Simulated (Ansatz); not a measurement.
# BCl₂H₂N + H₂O: a complex and its separated parts

The complex below is one end of an elementary step. How strongly is it bound against its free parts?

The runs use Ansatz 0.2.0, Gaussian basis; PBE0-D4/def2-TZVP structures, single points in def2-TZVPP, no counterpoise correction.

Levels: SPW92, PBE-D4, BLYP-D4, r2SCAN-D4, B97M-V, PBE0-D4, B3LYP-D4, r2SCAN0-D4, BHLYP-D4, CAM-B3LYP-D4, wB97X-V, wB97M-V, B2PLYP, PBE-QIDH, RPA on PBE, Hartree-Fock, MP2, CCSD, CCSD(T).

Correlated methods freeze the cores. B3LYP uses VWN-RPA correlation. B2PLYP carries no dispersion term here.

94 further runs of the same task are left out: 94 set aside as unsound or not needed. Runs told in other sessions of the task aren't counted.

### Step 1. Where the work starts

The complex: 9 atoms, charge 0, spin multiplicity 1.

Atoms are counted from 1 here; the program's logs count them from 0.

Bond lengths: B1–Cl3 1.766 Å, B1–Cl4 1.766 Å, B1–N6 1.379 Å, O2–H5 0.961 Å, O2–H7 0.961 Å, N6–H8 1.005 Å, N6–H9 1.005 Å. Angles: Cl3–B1–Cl4 118.9°, Cl3–B1–N6 120.6°, Cl4–B1–N6 120.6°, H5–O2–H7 104.5°, B1–N6–H8 122.3°, B1–N6–H9 122.3°, H8–N6–H9 115.2°.

Geometry (Å):

```xyz
9
BCl2H4NO
B     0.11691   -0.79487    0.51797
O    -1.12696    1.77359   -0.98326
Cl   -0.99972   -1.70354   -0.50551
Cl   -0.50516   -0.01353    1.97498
H    -1.32060    1.81789   -0.04324
N     1.45781   -0.72438    0.20270
H    -1.56868    0.97441   -1.28222
H     2.11118   -0.19306    0.75150
H     1.83523   -1.13631   -0.63292
```

Its parts: BCl₂H₂N holds atoms 1, 3, 4, 6, 8, 9; H₂O holds atoms 2, 5, 7. Each part counts its atoms afresh in its own runs.

### Step 2. Relaxing BCl₂H₂N alone

The input, relax-a/in.yaml:

```yaml
crystal:
  periodic: [false, false, false]
  atoms:
    - {symbol: B, position_ang: [0.116906, -0.794865, 0.517969]}
    - {symbol: Cl, position_ang: [-0.999720, -1.703535, -0.505510]}
    - {symbol: Cl, position_ang: [-0.505164, -0.013532, 1.974981]}
    - {symbol: N, position_ang: [1.457811, -0.724384, 0.202697]}
    - {symbol: H, position_ang: [2.111177, -0.193061, 0.751501]}
    - {symbol: H, position_ang: [1.835228, -1.136307, -0.632918]}
basis:
  gaussian: {orbitals: def2-TZVP}
hamiltonian: {xc: pbe0, dispersion: d4}
relax: {f_tol: 0.005, max_steps: 200}
```

Launch:

```sh
> ansatz run in.yaml --threads 4 --pin off --events-out ev --progress --plain --max-ram 9574MiB
```

Output (excerpt; [...] marks lines left out):

```text
Functional definition: PBE0
  name "PBE0"
  cite "Adamo & Barone, J. Chem. Phys. 110, 6158 (1999) doi:10.1063/1.478522"
  cite "Perdew, Burke & Ernzerhof, Phys. Rev. Lett. 77, 3865 (1996) doi:10.1103/PhysRevLett.77.3865"
  parent pbe
[...]
948 factors; their error is unknown
[...]
mean field -27238.68415870 eV, -1001.0031797889 hartree, gradient 5.5e-5 eV, S^2 0.000000; 0 other end points of the search recorded, 0 dependent functions left out
[...]
reference -27238.68418491 eV, -1001.0031807522 hartree; 24, 24 occupied and 124, 124 virtual orbitals, 948 factors
[...]
reference -27238.68703201 eV, -1001.0032853812 hartree; 24, 24 occupied and 124, 124 virtual orbitals, 948 factors
Total energy: -27238.80295676 eV, -1001.0075455372 hartree
Atom 0 at     0.112190    -0.799355     0.522032 Å, force     0.001184     0.000088    -0.000398 eV/Å
Atom 1 at    -0.995506    -1.703440    -0.506207 Å, force     0.001360    -0.000335    -0.000878 eV/Å
Atom 2 at    -0.501050    -0.013630     1.973996 Å, force     0.001571     0.000439     0.000264 eV/Å
Atom 3 at     1.453006    -0.707122     0.191886 Å, force    -0.003367     0.000228     0.000601 eV/Å
Atom 4 at     2.111839    -0.199274     0.755983 Å, force     0.000006     0.000985     0.001949 eV/Å
Atom 5 at     1.835758    -1.142864    -0.628969 Å, force    -0.000754    -0.001405    -0.001538 eV/Å
Dipole moment:     0.565206     0.039010    -0.139252 e Å
```

It took 10 s on 4 threads of Arm Neoverse V1, shared host.

Along the way: (the energy doesn't fall at every step)

| step | energy from step 1 (eV) | largest force component (eV/Å) |
| --- | --- | --- |
| 1 | 0.0000 | 0.3019 |
| 2 | 0.0052 | 0.2897 |
| 3 | -0.0022 | 0.0812 |
| 4 | -0.0028 | 0.0350 |
| 5 | -0.0029 | 0.0034 |

Distances of close pairs at the start and the end, largest changes first:

| bond | before (Å) | after (Å) | change (Å) |
| --- | --- | --- | --- |
| B1–Cl3 | 1.766 | 1.761 | -0.005 |
| B1–Cl2 | 1.766 | 1.761 | -0.005 |
| B1–N4 | 1.379 | 1.384 | +0.005 |
| N4–H5 | 1.005 | 1.005 | -0.000 |
| N4–H6 | 1.005 | 1.005 | -0.000 |

### Step 3. Relaxing H₂O alone

The input, relax-b/in.yaml:

```yaml
crystal:
  periodic: [false, false, false]
  atoms:
    - {symbol: O, position_ang: [-1.126965, 1.773590, -0.983260]}
    - {symbol: H, position_ang: [-1.320597, 1.817887, -0.043235]}
    - {symbol: H, position_ang: [-1.568675, 0.974407, -1.282225]}
basis:
  gaussian: {orbitals: def2-TZVP}
hamiltonian: {xc: pbe0, dispersion: d4}
relax: {f_tol: 0.005, max_steps: 200}
```

Launch:

```sh
> ansatz run in.yaml --threads 4 --pin off --events-out ev --progress --plain --max-ram 9574MiB
```

Output (excerpt; [...] marks lines left out):

```text
[... 5 set-up lines as earlier in the session ...]
[...]
239 factors; their error is unknown
[...]
mean field -2078.33281928 eV, -76.3773223640 hartree, gradient 1.3e-5 eV, S^2 0.000000; 0 other end points of the search recorded, 0 dependent functions left out
[...]
reference -2078.33309081 eV, -76.3773323426 hartree; 5, 5 occupied and 38, 38 virtual orbitals, 239 factors
Total energy: -2078.33734664 eV, -76.3774887413 hartree
Atom 0 at    -1.128595     1.771648    -0.981630 Å, force     0.000003     0.000032     0.000073 eV/Å
Atom 1 at    -1.319468     1.819931    -0.042465 Å, force     0.000016     0.000009    -0.000044 eV/Å
Atom 2 at    -1.568174     0.974305    -1.284625 Å, force    -0.000020    -0.000041    -0.000029 eV/Å
Dipole moment:    -0.232465    -0.276199     0.234573 e Å
```

Wall time 0.7 s (4 threads of Arm Neoverse V1, shared host).

Step by step:

| step | energy from step 1 (eV) | largest force component (eV/Å) |
| --- | --- | --- |
| 1 | 0.0000 | 0.0797 |
| 2 | -0.0002 | 0.0392 |
| 3 | -0.0002 | 0.0086 |
| 4 | -0.0003 | 0.0001 |

Close pairs (by a distance rule), those that changed most:

| bond | before (Å) | after (Å) | change (Å) |
| --- | --- | --- | --- |
| O1–H3 | 0.961 | 0.960 | -0.001 |
| O1–H2 | 0.961 | 0.960 | -0.001 |

### Step 4. SPW92/def2-TZVPP

The input, parta/in.yaml:

```yaml
crystal:
  periodic: [false, false, false]
  atoms:
    - {symbol: B, position_ang: [0.112190, -0.799355, 0.522032]}
    - {symbol: Cl, position_ang: [-0.995506, -1.703440, -0.506207]}
    - {symbol: Cl, position_ang: [-0.501050, -0.013630, 1.973996]}
    - {symbol: N, position_ang: [1.453006, -0.707122, 0.191886]}
    - {symbol: H, position_ang: [2.111839, -0.199274, 0.755983]}
    - {symbol: H, position_ang: [1.835758, -1.142864, -0.628969]}
basis:
  gaussian: {orbitals: def2-TZVPP}
hamiltonian: {xc: lda}
```

The input, partb/in.yaml:

```yaml
crystal:
  periodic: [false, false, false]
  atoms:
    - {symbol: O, position_ang: [-1.128595, 1.771648, -0.981630]}
    - {symbol: H, position_ang: [-1.319468, 1.819931, -0.042465]}
    - {symbol: H, position_ang: [-1.568174, 0.974305, -1.284625]}
basis:
  gaussian: {orbitals: def2-TZVPP}
hamiltonian: {xc: lda}
```

The same command starts each run, in its folder.

Launch:

```sh
> ansatz run in.yaml --threads 4 --pin off --events-out ev --progress --plain --max-ram 9574MiB
```

parta printed (excerpt; [...] marks lines left out):

```text
Functional definition: SPW92
  name "SPW92"
  cite "Dirac, Proc. Camb. Phil. Soc. 26, 376 (1930) doi:10.1017/S0305004100016108"
  cite "Slater, Phys. Rev. 81, 385 (1951) doi:10.1103/PhysRev.81.385"
  cite "Perdew & Wang, Phys. Rev. B 45, 13244 (1992) doi:10.1103/PhysRevB.45.13244"
[...]
1030 factors; their error is unknown
[...]
mean field -27148.86806064 eV, -997.7024990650 hartree, gradient 2.4e-5 eV, S^2 0.000000; 0 other end points of the search recorded, 0 dependent functions left out
reference -27148.86809400 eV, -997.7025002909 hartree; 24, 24 occupied and 150, 150 virtual orbitals, 1030 factors
Total energy: -27148.86809400 eV, -997.7025002909 hartree
```

Output in partb (excerpt; [...] marks lines left out):

```text
[... 5 set-up lines as earlier in the session ...]
[...]
269 factors; their error is unknown
[...]
mean field -2065.39694429 eV, -75.9019377262 hartree, gradient 5.3e-5 eV, S^2 0.000000; 0 other end points of the search recorded, 0 dependent functions left out
reference -2065.39696312 eV, -75.9019384183 hartree; 5, 5 occupied and 54, 54 virtual orbitals, 269 factors
Total energy: -2065.39696312 eV, -75.9019384183 hartree
```

Wall times: 0.75 s (parta), 0.15 s (partb) on 4 threads of Arm Neoverse V1, shared host.

### Step 5. PBE-D4/def2-TZVPP

Each input of step 4 (parta, partb) changes in the same lines:

```diff
-hamiltonian: {xc: lda}
+hamiltonian: {xc: pbe, dispersion: d4}
```

One command serves all of them, each in its own folder.

Launch:

```sh
> ansatz run in.yaml --threads 4 --pin off --events-out ev --progress --plain --max-ram 9574MiB
```

Log of parta (excerpt; [...] marks lines left out):

```text
Functional definition: PBE
  name "PBE"
[... 2 set-up lines as earlier in the session ...]
[...]
1030 factors; their error is unknown
[...]
mean field -27236.46420001 eV, -1000.9215978120 hartree, gradient 2.2e-5 eV, S^2 0.000000; 0 other end points of the search recorded, 0 dependent functions left out
reference -27236.46423566 eV, -1000.9215991219 hartree; 24, 24 occupied and 150, 150 virtual orbitals, 1030 factors
Total energy: -27236.60258456 eV, -1000.9266833503 hartree
```

partb printed (excerpt; [...] marks lines left out):

```text
[... 4 set-up lines as earlier in the session ...]
[...]
269 factors; their error is unknown
[...]
mean field -2078.40757016 eV, -76.3800694080 hartree, gradient 4.4e-5 eV, S^2 0.000000; 0 other end points of the search recorded, 0 dependent functions left out
reference -2078.40759063 eV, -76.3800701604 hartree; 5, 5 occupied and 54, 54 virtual orbitals, 269 factors
Total energy: -2078.41290769 eV, -76.3802655586 hartree
```

Times: 1.1 s (parta), 0.15 s (partb) on 4 threads of Arm Neoverse V1, shared host.

### Step 6. BLYP-D4/def2-TZVPP

Each input of step 5 (parta, partb) changes in the same lines:

```diff
-hamiltonian: {xc: pbe, dispersion: d4}
+hamiltonian: {xc: {name: BLYP}, dispersion: d4}
```

One command serves all of them, each in its own folder.

Launch:

```sh
> ansatz run in.yaml --threads 4 --pin off --events-out ev --progress --plain --max-ram 9574MiB
```

Log of parta (excerpt; [...] marks lines left out):

```text
Functional definition: BLYP
  name "BLYP"
  cite "Becke, Phys. Rev. A 38, 3098 (1988) doi:10.1103/PhysRevA.38.3098"
  cite "Lee, Yang & Parr, Phys. Rev. B 37, 785 (1988) doi:10.1103/PhysRevB.37.785"
[...]
1030 factors; their error is unknown
[...]
mean field -27248.57432001 eV, -1001.3666365134 hartree, gradient 1.5e-5 eV, S^2 0.000000; 0 other end points of the search recorded, 0 dependent functions left out
reference -27248.57463693 eV, -1001.3666481599 hartree; 24, 24 occupied and 150, 150 virtual orbitals, 1030 factors
Total energy: -27248.88601497 eV, -1001.3780910919 hartree
```

Output in partb (excerpt; [...] marks lines left out):

```text
[... 4 set-up lines as earlier in the session ...]
[...]
269 factors; their error is unknown
[...]
mean field -2080.27678513 eV, -76.4487617913 hartree, gradient 8.6e-5 eV, S^2 0.000000; 0 other end points of the search recorded, 0 dependent functions left out
reference -2080.27697468 eV, -76.4487687571 hartree; 5, 5 occupied and 54, 54 virtual orbitals, 269 factors
Total energy: -2080.28981710 eV, -76.4492407073 hartree
```

Times: 1.2 s (parta), 0.2 s (partb) on 4 threads of Arm Neoverse V1, shared host.

### Step 7. r2SCAN-D4/def2-TZVPP

The same edit goes into each in.yaml of step 6 (parta, partb):

```diff
-hamiltonian: {xc: {name: BLYP}, dispersion: d4}
+hamiltonian: {xc: r2scan, dispersion: d4}
```

Each run has its own folder and the same command.

Launch:

```sh
> ansatz run in.yaml --threads 4 --pin off --events-out ev --progress --plain --max-ram 9574MiB
```

Log of parta (excerpt; [...] marks lines left out):

```text
Functional definition: r2SCAN
  name "r2SCAN"
  cite "Furness, Kaplan, Ning, Perdew & Sun, J. Phys. Chem. Lett. 11, 8208 (2020) doi:10.1021/acs.jpclett.0c02405"
  cite "Furness, Kaplan, Ning, Perdew & Sun, J. Phys. Chem. Lett. 11, 9248 (2020) doi:10.1021/acs.jpclett.0c03077"
  parent r2scan
[...]
1030 factors; their error is unknown
[...]
mean field -27246.71898406 eV, -1001.2984541747 hartree, gradient 1.9e-5 eV, S^2 0.000000; 0 other end points of the search recorded, 0 dependent functions left out
reference -27246.71899355 eV, -1001.2984545237 hartree; 24, 24 occupied and 150, 150 virtual orbitals, 1030 factors
Total energy: -27246.75014557 eV, -1001.2995993391 hartree
```

partb printed (excerpt; [...] marks lines left out):

```text
[... 5 set-up lines as earlier in the session ...]
[...]
269 factors; their error is unknown
[...]
mean field -2079.58114733 eV, -76.4231975738 hartree, gradient 8.5e-5 eV, S^2 0.000000; 0 other end points of the search recorded, 0 dependent functions left out
reference -2079.58115254 eV, -76.4231977651 hartree; 5, 5 occupied and 54, 54 virtual orbitals, 269 factors
Total energy: -2079.58242507 eV, -76.4232445296 hartree
```

They took 2.5 s (parta), 0.45 s (partb) on 4 threads of Arm Neoverse V1, shared host.

### Step 8. B97M-V/def2-TZVPP

The same edit goes into each in.yaml of step 7 (parta, partb):

```diff
-hamiltonian: {xc: r2scan, dispersion: d4}
+hamiltonian: {xc: {name: B97M-V}}
```

One command serves all of them, each in its own folder.

Launch:

```sh
> ansatz run in.yaml --threads 4 --pin off --events-out ev --progress --plain --max-ram 9574MiB
```

Output in parta (excerpt; [...] marks lines left out):

```text
Functional definition: B97M-V
  name "B97M-V"
  cite "Mardirossian & Head-Gordon, J. Chem. Phys. 142, 074111 (2015) doi:10.1063/1.4907719"
  cite "Becke, J. Chem. Phys. 107, 8554 (1997) doi:10.1063/1.475007"
  cite "Vydrov & Van Voorhis, J. Chem. Phys. 133, 244103 (2010) doi:10.1063/1.3521275"
  # Of w^i u^j: cxij and so on, Table III.
[...]
  gx(w, u) = cx00 + cx01*u + cx02*u^2 + (cx10 + cx11*u)*w
[...]
  gos(w, u) = cos00 + cos01*u + cos03*u^3 + cos10*w + cos32*w^3*u^2
[...]
      + integral(e_c_pw_mod_opposite_spin*gos(b97_w_opposite, b97_u_opposite)) + vv10(b, c)
1030 factors; their error is unknown
[...]
mean field -27243.22376502 eV, -1001.1700072443 hartree, gradient 6.4e-5 eV, S^2 0.000000; 0 other end points of the search recorded, 0 dependent functions left out
reference -27243.22381391 eV, -1001.1700090410 hartree; 24, 24 occupied and 150, 150 virtual orbitals, 1030 factors
Total energy: -27243.22381391 eV, -1001.1700090410 hartree
```

Output in partb (excerpt; [...] marks lines left out):

```text
[... 5 set-up lines as earlier in the session ...]
  # Of w^i u^j: cxij and so on, Table III.
[...]
  gx(w, u) = cx00 + cx01*u + cx02*u^2 + (cx10 + cx11*u)*w
[...]
  gos(w, u) = cos00 + cos01*u + cos03*u^3 + cos10*w + cos32*w^3*u^2
[...]
      + integral(e_c_pw_mod_opposite_spin*gos(b97_w_opposite, b97_u_opposite)) + vv10(b, c)
269 factors; their error is unknown
[...]
mean field -2079.93551300 eV, -76.4362202717 hartree, gradient 2.9e-5 eV, S^2 0.000000; 0 other end points of the search recorded, 0 dependent functions left out
reference -2079.93553981 eV, -76.4362212571 hartree; 5, 5 occupied and 54, 54 virtual orbitals, 269 factors
Total energy: -2079.93553981 eV, -76.4362212571 hartree
```

Wall times: 4.4 s (parta), 0.5 s (partb) on 4 threads of Arm Neoverse V1, shared host.

### Step 9. PBE0-D4/def2-TZVPP

The same edit goes into each in.yaml of step 8 (parta, partb):

```diff
-hamiltonian: {xc: {name: B97M-V}}
+hamiltonian: {xc: pbe0, dispersion: d4}
+output: {orbitals: {seedname: orbitals}}
```

One command serves all of them, each in its own folder.

Launch:

```sh
> ansatz run in.yaml --threads 4 --pin off --events-out ev --progress --plain --max-ram 9574MiB
```

Output in parta (excerpt; [...] marks lines left out):

```text
[... 5 set-up lines as earlier in the session ...]
[...]
1092 factors; their error is unknown
[...]
mean field -27238.73163960 eV, -1001.0049246798 hartree, gradient 2.5e-5 eV, S^2 0.000000; 0 other end points of the search recorded, 0 dependent functions left out
reference -27238.73166621 eV, -1001.0049256579 hartree; 24, 24 occupied and 150, 150 virtual orbitals, 1092 factors
Total energy: -27238.84759096 eV, -1001.0091858139 hartree
```

Log of partb (excerpt; [...] marks lines left out):

```text
[... 5 set-up lines as earlier in the session ...]
[...]
269 factors; their error is unknown
[...]
mean field -2078.42782058 eV, -76.3808135973 hartree, gradient 1.2e-5 eV, S^2 0.000000; 0 other end points of the search recorded, 0 dependent functions left out
reference -2078.42783508 eV, -76.3808141303 hartree; 5, 5 occupied and 54, 54 virtual orbitals, 269 factors
Total energy: -2078.43209091 eV, -76.3809705290 hartree
```

Wall times: 1.6 s (parta), 0.15 s (partb) on 4 threads of Arm Neoverse V1, shared host.

### Step 10. B3LYP-D4/def2-TZVPP

Each input of step 9 (parta, partb) changes in the same lines:

```diff
-hamiltonian: {xc: pbe0, dispersion: d4}
-output: {orbitals: {seedname: orbitals}}
+hamiltonian: {xc: {name: B3LYP}, dispersion: d4}
```

One command serves all of them, each in its own folder.

Launch:

```sh
> ansatz run in.yaml --threads 4 --pin off --events-out ev --progress --plain --max-ram 9574MiB
```

Output in parta (excerpt; [...] marks lines left out):

```text
Functional definition: B3LYP
  name "B3LYP"
  cite "Stephens, Devlin, Chabalowski & Frisch, J. Phys. Chem. 98, 11623 (1994) doi:10.1021/j100096a001"
[... 2 set-up lines as earlier in the session ...]
  cite "Vosko, Wilk & Nusair, Can. J. Phys. 58, 1200 (1980) doi:10.1139/p80-159"
[...]
1068 factors; their error is unknown
[...]
mean field -27250.52466136 eV, -1001.4383102359 hartree, gradient 2.3e-5 eV, S^2 0.000000; 0 other end points of the search recorded, 0 dependent functions left out
reference -27250.52489998 eV, -1001.4383190049 hartree; 24, 24 occupied and 150, 150 virtual orbitals, 1068 factors
Total energy: -27250.75212060 eV, -1001.4466692088 hartree
```

Log of partb (excerpt; [...] marks lines left out):

```text
[... 6 set-up lines as earlier in the session ...]
[...]
269 factors; their error is unknown
[...]
mean field -2080.76395975 eV, -76.4666651284 hartree, gradient 1.1e-5 eV, S^2 0.000000; 0 other end points of the search recorded, 0 dependent functions left out
reference -2080.76409811 eV, -76.4666702130 hartree; 5, 5 occupied and 54, 54 virtual orbitals, 269 factors
Total energy: -2080.77252417 eV, -76.4669798650 hartree
```

Times: 1.6 s (parta), 0.2 s (partb) on 4 threads of Arm Neoverse V1, shared host.

### Step 11. r2SCAN0-D4/def2-TZVPP

Each input of step 10 (parta, partb) changes in the same lines:

```diff
-hamiltonian: {xc: {name: B3LYP}, dispersion: d4}
+hamiltonian: {xc: {name: r2SCAN0}, dispersion: d4}
```

The same command starts each run, in its folder.

Launch:

```sh
> ansatz run in.yaml --threads 4 --pin off --events-out ev --progress --plain --max-ram 9574MiB
```

parta printed (excerpt; [...] marks lines left out):

```text
Functional definition: r2SCAN0
  name "r2SCAN0"
  cite "Bursch, Neugebauer, Ehlert & Grimme, J. Chem. Phys. 156, 134105 (2022) doi:10.1063/5.0086040"
[... 3 set-up lines as earlier in the session ...]
[...]
1092 factors; their error is unknown
[...]
mean field -27246.32756996 eV, -1001.2840699718 hartree, gradient 3.6e-5 eV, S^2 0.000000; 0 other end points of the search recorded, 0 dependent functions left out
reference -27246.32757742 eV, -1001.2840702462 hartree; 24, 24 occupied and 150, 150 virtual orbitals, 1092 factors
Total energy: -27246.36485599 eV, -1001.2854402083 hartree
```

partb printed (excerpt; [...] marks lines left out):

```text
[... 6 set-up lines as earlier in the session ...]
[...]
269 factors; their error is unknown
[...]
mean field -2079.27470618 eV, -76.4119360692 hartree, gradient 2.0e-5 eV, S^2 0.000000; 0 other end points of the search recorded, 0 dependent functions left out
reference -2079.27471028 eV, -76.4119362199 hartree; 5, 5 occupied and 54, 54 virtual orbitals, 269 factors
Total energy: -2079.27611443 eV, -76.4119878215 hartree
```

They took 2.7 s (parta), 0.45 s (partb) on 4 threads of Arm Neoverse V1, shared host.

### Step 12. BHLYP-D4/def2-TZVPP

Each input of step 11 (parta, partb) changes in the same lines:

```diff
-hamiltonian: {xc: {name: r2SCAN0}, dispersion: d4}
+hamiltonian: {xc: {name: BHLYP}, dispersion: d4}
```

The same command starts each run, in its folder.

Launch:

```sh
> ansatz run in.yaml --threads 4 --pin off --events-out ev --progress --plain --max-ram 9574MiB
```

parta printed (excerpt; [...] marks lines left out):

```text
Functional definition: BHLYP
  name "BHLYP"
  cite "Becke, J. Chem. Phys. 98, 1372 (1993) doi:10.1063/1.464304"
[... 2 set-up lines as earlier in the session ...]
[...]
1184 factors; their error is unknown
[...]
mean field -27248.43242389 eV, -1001.3614219272 hartree, gradient 2.3e-5 eV, S^2 0.000000; 0 other end points of the search recorded, 0 dependent functions left out
reference -27248.43258617 eV, -1001.3614278908 hartree; 24, 24 occupied and 150, 150 virtual orbitals, 1184 factors
Total energy: -27248.60725354 eV, -1001.3678467983 hartree
```

Output in partb (excerpt; [...] marks lines left out):

```text
[... 5 set-up lines as earlier in the session ...]
[...]
295 factors; their error is unknown
[...]
mean field -2079.57890740 eV, -76.4231152577 hartree, gradient 2.0e-5 eV, S^2 0.000000; 0 other end points of the search recorded, 0 dependent functions left out
reference -2079.57899819 eV, -76.4231185942 hartree; 5, 5 occupied and 54, 54 virtual orbitals, 295 factors
Total energy: -2079.58395000 eV, -76.4233005700 hartree
```

Wall times: 1.4 s (parta), 0.2 s (partb) on 4 threads of Arm Neoverse V1, shared host.

[end of part 1 of 2]
